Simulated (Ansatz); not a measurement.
**PBE0/aug-cc-pVDZ run of BH3S2 (SMILES SBS)**

What is the electronic atomisation energy of BH3S2 at PBE0/aug-cc-pVDZ? 

The results are computed with Ansatz 0.2.0.

37 further runs of the same task are left out: 2 that didn't finish, 35 set aside as unsound or not needed. Runs told in other sessions of the task aren't counted.

**1. The system as given**

BH3S2: 6 atoms, total charge 0, spin state singlet. As SMILES, `SBS`. The coordinates come from a PBE0-D4/def2-TZVP relaxation. This is one conformer, not always the lowest.

Bond lengths: S1–B2 1.783 Å, B2–S3 1.787 Å, S1–H4 1.346 Å, B2–H5 1.190 Å, S3–H6 1.342 Å. Angles: S1–B2–S3 122.5°, S1–B2–H5 116.2°, S3–B2–H5 121.4°, B2–S1–H4 98.9°, B2–S3–H6 97.3°.

**2. A single-point energy at PBE0/aug-cc-pVDZ**

job.yaml

```yaml
crystal:
  periodic: [false, false, false]
  atoms:
    - {symbol: S, position_ang: [-0.819900, -0.605200, -1.516500]}
    - {symbol: B, position_ang: [0.091400, -0.453600, 0.008900]}
    - {symbol: S, position_ang: [0.333100, 1.114800, 0.829800]}
    - {symbol: H, position_ang: [-1.145600, 0.688100, -1.694600]}
    - {symbol: H, position_ang: [0.535500, -1.462200, 0.457500]}
    - {symbol: H, position_ang: [1.047600, 0.654100, 1.868800]}
basis:
  gaussian: {orbitals: aug-cc-pVDZ}
hamiltonian: {xc: pbe0}
accuracy: high
output: {orbitals: {seedname: orbitals}}
```

Run with:

```
$ ansatz run job.yaml --threads 1 --pin off --max-ram 2610MiB --events-out events.jsonl --progress --plain --runs-dir runs
```

The program printed:

```text
Warning: RAYON_NUM_THREADS=1 ignored (pool sized by the plan → 1); use --threads N
Functional definition: PBE0
  name "PBE0"
  parameter a = 0.25
  parameter kappa = 0.804
  parameter beta = 0.06672455060314922
  exchange = (1 - a)*pbe_x(kappa = kappa, mu = beta*pi^2/3) + a*exact_x
  correlation = pbe_c(beta = beta)
2086 factors; integrals over basis functions are off by at most 3.4e-9 eV
mean field evaluation 1: about -22387.2086 eV, gradient 2.3e1 eV
mean field evaluation 2: about -22386.6944 eV, gradient 2.7e1 eV
mean field evaluation 4: about -22389.0417 eV, gradient 7.8e-1 eV
mean field evaluation 8: about -22389.1324 eV, gradient 6.0e-2 eV
mean field evaluation 16: about -22389.1324 eV, gradient 1.2e-5 eV
mean field -22389.13239855 eV, -822.7854397477 hartree, gradient 1.9e-8 eV, S^2 0.000000; 0 other end points of the search recorded, 0 dependent functions left out
reference -22389.13240350 eV, -822.7854399297 hartree; 20, 20 occupied and 84, 84 virtual orbitals, 2086 factors
Total energy: -22389.13240350 eV, -822.7854399297 hartree
```

Wall time 15 s (1 thread of Arm Neoverse N1, shared host); peak memory 0.34 GiB.

**3. The B atom at the same level**

input.yaml

```yaml
crystal:
  periodic: [false, false, false]
  atoms:
    - {symbol: B, position_ang: [0.000000, 0.000000, 0.000000]}
basis:
  gaussian:
    orbitals: aug-cc-pVDZ
magnetization:
  spin_polarized: true
  initial_magnetization: 1
accuracy: high
hamiltonian:
  xc: {name: PBE0}
```

Run the same way, it converges to -24.61648 Eh (log not shown).

**4. The H atom, same level**

run.yaml

```yaml
crystal:
  periodic: [false, false, false]
  atoms:
    - {symbol: H, position_ang: [0.000000, 0.000000, 0.000000]}
basis:
  gaussian:
    orbitals: aug-cc-pVDZ
magnetization:
  spin_polarized: true
  initial_magnetization: 1
hamiltonian:
  xc: pbe0
accuracy: high
```

Run the same way, it converges to -0.50065 Eh (log not shown).

**5. The S atom at the same level**

input.yaml

```yaml
crystal:
  periodic: [false, false, false]
  atoms:
    - {symbol: S, position_ang: [0.000000, 0.000000, 0.000000]}
basis:
  gaussian:
    orbitals: aug-cc-pVDZ
magnetization:
  spin_polarized: true
  initial_magnetization: 2
hamiltonian:
  xc: {name: PBE0}
total_charge: 0
accuracy: high
```

Run the same way, it converges to -397.96980 Eh (log not shown).

**6. What came out**

At PBE0/aug-cc-pVDZ:

| quantity | value |
| --- | --- |
| molecule: total energy | -822.78544 Eh |
| molecule: HOMO energy | -7.60 eV |
| molecule: LUMO energy | -0.97 eV |
| molecule: HOMO–LUMO gap | 6.63 eV |
| B atom: total energy | -24.61648 Eh |
| B atom: ⟨S²⟩ | 0.754 |
| H atom: total energy | -0.50065 Eh |
| H atom: ⟨S²⟩ | 0.750 |
| S atom: total energy | -397.96980 Eh |
| S atom: ⟨S²⟩ | 2.004 |
| electronic atomisation energy | 19.794 eV |

In words: Taking the molecule apart into free atoms costs 19.79 eV (456 kcal/mol), before zero-point energy and without spin-orbit coupling.
